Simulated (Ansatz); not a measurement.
# CdF2: a ladder of functionals and wavefunction methods

Aim: compute CdF2 with functionals from several rungs and with coupled cluster, and see how far each lands from CCSD(T) at the basis-set limit for the atomisation energy.

Method: functionals in def2-TZVPP, the program's frozen cores in correlated methods; program: Ansatz 0.2.0, Gaussian basis.

The runs, in order: LDA (SPW92), PBE-D4, revPBE-D4, BLYP-D4, r2SCAN-D4, B97M-V, PBE0-D4, B3LYP-D4, r2SCANh-D4, r2SCAN0-D4, HSE06-D4, BHLYP-D4, CAM-B3LYP-D4, LC-ωPBE, ωB97X-V, ωB97M-V, B2PLYP, PBE-QIDH; CCSD(T)/def2-SVP; CCSD(T)/def2-TZVPP; MP2/def2-QZVPP; extrapolation to the limit; RPA on PBE.

## Step 1: The geometry

The geometry comes from an earlier relaxation with PBE0-D4 in a triple-zeta def2 set; it is a stationary point. Cd takes the def2 core potential; no spin-orbit term is included.

SMILES `[F][Cd][F]`, 3 atoms, charge 0, spin multiplicity 1.

Atoms are counted from 1 here; the program's logs count them from 0.

Bond lengths: F1–Cd2 1.921 Å, Cd2–F3 1.921 Å. Angles: F1–Cd2–F3 180.0°.

Coordinates:

```xyz
3

F     1.4587    0.8531    0.8836
Cd   -0.0037   -0.0215   -0.0044
F    -1.4659   -0.8963   -0.8924
```

## Step 2: LDA

This LDA is Slater exchange with PW92 correlation.

Input file in.yaml:

```yaml
crystal:
  periodic: [false, false, false]
  atoms:
    - {symbol: F, position_ang: [1.458675, 0.853129, 0.883596]}
    - {symbol: Cd, position_ang: [-0.003663, -0.021508, -0.004409]}
    - {symbol: F, position_ang: [-1.465913, -0.896320, -0.892387]}
basis:
  gaussian: {orbitals: def2-TZVPP}
hamiltonian: {xc: lda}
output: {orbitals: {seedname: orbitals}}
```

Further steps of the session: PBE-D4 (GGA); revPBE-D4 (GGA); BLYP-D4 (GGA); r2SCAN-D4 (meta-GGA); B97M-V (meta-GGA); PBE0-D4 (hybrid); B3LYP-D4 (hybrid); r2SCANh-D4 (hybrid); r2SCAN0-D4 (hybrid); HSE06-D4 (hybrid); BHLYP-D4 (hybrid); CAM-B3LYP-D4 (range-separated); LC-ωPBE-D4 (range-separated); ωB97X-V (range-separated); ωB97M-V (range-separated); B2PLYP (double hybrid); PBE-QIDH (double hybrid); CCSD(T) in def2-SVP; CCSD(T) in def2-TZVPP; MP2 in def2-QZVPP; RPA on PBE orbitals.

Before running them: what should the planned runs give, taken together? Wanted: atomisation energy, CCSD(T)/CBS; farthest beyond LDA; mean size of error, GGA; mean size of error, meta-GGA; mean size of error, hybrid; mean size of error, range-separated; mean size of error, double hybrid; gap, smallest and largest; T1 diagnostic.

The runs gave:

| quantity | value |
| --- | --- |
| atomisation energy, CCSD(T)/CBS | 6.999 eV |
| functionals within 0.035 eV (0.5 %) | ωB97M-V |
| farthest beyond LDA | BHLYP-D4 (-0.944 eV) |
| mean size of error, GGA | 0.162 eV |
| mean size of error, meta-GGA | 0.114 eV |
| mean size of error, hybrid | 0.428 eV |
| mean size of error, range-separated | 0.155 eV |
| mean size of error, double hybrid | 0.331 eV |
| gap, smallest and largest | 4.73 eV (BLYP-D4), 12.77 eV (LC-ωPBE) |
| T1 diagnostic | 0.0179 |
| triples share of the correlation energy | 2.7 % |

In words: The LDA atomisation energy is off by 1.590 eV (23 %): it overbinds. PBE-D4 is off by +0.214 eV. Double hybrids carry the basis error of their MP2 part in triple zeta, and no dispersion term here, so their miss is partly the set-up's. Taken by rung, meta-GGA functionals do best (0.114 eV on average) and hybrid ones worst beyond LDA (0.428 eV). The gap between the best rungs is small, so their order is not settled. The mean of the hybrids holds BHLYP, with half exact exchange. RPA and LDA stand outside this count. Misses under about 0.035 eV are within the doubt on the reference itself, which lacks core-valence correlation, spin-orbit coupling and higher excitations. All levels share the lack of spin-orbit coupling, which lowers the free heavy atoms and so the true binding. Hartree-Fock recovers 59 % of the binding; the rest is correlation. CCSD(T) in def2-SVP is off by -0.839 eV, more than most functionals: a good method in a small basis is no reference. Orbital gaps span 4.7 to 12.8 eV; exact exchange widens them. Correlated methods include outer-core shells of Cd, which these sets cover unevenly.
